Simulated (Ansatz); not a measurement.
**CH₅NO₂Si: up Jacob's ladder to CCSD(T)**

How much do the methods differ for CH₅NO₂Si? The plan is to run it at one geometry with functionals of several rungs and with coupled cluster. The yardstick is the atomisation energy at the CCSD(T) limit.

Computed with Ansatz 0.2.0, Gaussian basis. Level: functionals in def2-TZVPP, the program's frozen cores in correlated methods.

The runs, in order: PBE-D4, r2SCAN-D4, PBE0-D4, B3LYP-D4, ωB97X-V, ωB97M-V, B2PLYP; CCSD(T)/def2-TZVPP; MP2/def2-QZVPP; extrapolation to the limit.

## (1) The relaxed structure

All runs share one geometry, relaxed beforehand with PBE0-D4 in a triple-zeta def2 set.

SMILES `N[SiH2]C(=O)O`, 10 atoms, charge 0, spin multiplicity 1.

Atoms are counted from 1 here; the program's logs count them from 0.

Bond lengths: N1–Si2 1.708 Å, N1–H6 1.007 Å, N1–H7 1.007 Å, Si2–C3 1.927 Å, Si2–H8 1.481 Å, Si2–H9 1.481 Å, C3–O4 1.204 Å, C3–O5 1.347 Å, O5–H10 0.972 Å. Angles: Si2–N1–H6 120.3°, Si2–N1–H7 120.3°, H6–N1–H7 111.0°, N1–Si2–C3 118.0°, N1–Si2–H8 109.3°, N1–Si2–H9 109.3°, C3–Si2–H8 104.1°, C3–Si2–H9 104.0°, H8–Si2–H9 112.1°, Si2–C3–O4 121.7°, Si2–C3–O5 116.1°, O4–C3–O5 122.1°, C3–O5–H10 106.8°.

Coordinates:

```
atom     x (Å)     y (Å)     z (Å)
  N1   1.20349   1.30577   0.38440
 Si2   0.32283  -0.07999   0.85382
  C3  -0.86499  -0.87686  -0.43816
  O4  -1.51515  -1.85703  -0.18067
  O5  -0.92407  -0.27373  -1.64089
  H6   0.73703   2.19196   0.27805
  H7   1.97324   1.22412  -0.25984
  H8   1.26787  -1.16891   1.19344
  H9  -0.56186   0.26386   1.99111
 H10  -1.55529  -0.78048  -2.17827
```

## (2) PBE-D4 (GGA)

in.yaml reads:

```yaml
crystal:
  periodic: [false, false, false]
  atoms:
    - {symbol: N, position_ang: [1.203490, 1.305770, 0.384405]}
    - {symbol: Si, position_ang: [0.322826, -0.079993, 0.853824]}
    - {symbol: C, position_ang: [-0.864986, -0.876863, -0.438157]}
    - {symbol: O, position_ang: [-1.515147, -1.857035, -0.180672]}
    - {symbol: O, position_ang: [-0.924073, -0.273728, -1.640886]}
    - {symbol: H, position_ang: [0.737033, 2.191958, 0.278052]}
    - {symbol: H, position_ang: [1.973236, 1.224117, -0.259842]}
    - {symbol: H, position_ang: [1.267870, -1.168906, 1.193439]}
    - {symbol: H, position_ang: [-0.561857, 0.263856, 1.991111]}
    - {symbol: H, position_ang: [-1.555290, -0.780475, -2.178274]}
basis:
  gaussian: {orbitals: def2-TZVPP}
hamiltonian: {xc: pbe, dispersion: d4}
output: {forces: true, orbitals: {seedname: orbitals}}
```

Started as:

```sh
$ ansatz run in.yaml --threads 4 --pin off --events-out ev --progress --plain --max-ram 10444MiB
```

After this run come: r2SCAN-D4 (meta-GGA); PBE0-D4 (hybrid); B3LYP-D4 (hybrid); ωB97X-V (range-separated); ωB97M-V (range-separated); B2PLYP (double hybrid); CCSD(T) in def2-TZVPP; MP2 in def2-QZVPP.

Q: Predict the results of all the runs planned. Wanted: atomisation energy, CCSD(T)/CBS; farthest; mean size of error, hybrid; mean size of error, range-separated; gap, smallest and largest; T1 diagnostic; triples share of the correlation energy.

The runs gave:

| quantity | value |
| --- | --- |
| atomisation energy, CCSD(T)/CBS | 3784.9 kJ/mol |
| functionals within 18.9 kJ/mol (0.5 %) | r2SCAN-D4, PBE0-D4, B3LYP-D4, ωB97X-V, ωB97M-V |
| farthest | PBE-D4 (+103.5 kJ/mol) |
| mean size of error, hybrid | 8.4 kJ/mol |
| mean size of error, range-separated | 16.3 kJ/mol |
| gap, smallest and largest | 4.25 eV (PBE-D4), 11.52 eV (ωB97X-V) |
| T1 diagnostic | 0.0151 |
| triples share of the correlation energy | 3.9 % |

What this shows: PBE-D4 is off by +103.5 kJ/mol. Double hybrids carry the basis error of their MP2 part in triple zeta, and no dispersion term here, so their miss is partly the set-up's. Misses under about 18.9 kJ/mol are within the doubt on the reference itself, which lacks core-valence correlation, relativity and higher excitations. Hartree-Fock recovers 67 % of the binding; the rest is correlation. Orbital gaps span 4.2 to 11.5 eV; exact exchange widens them.
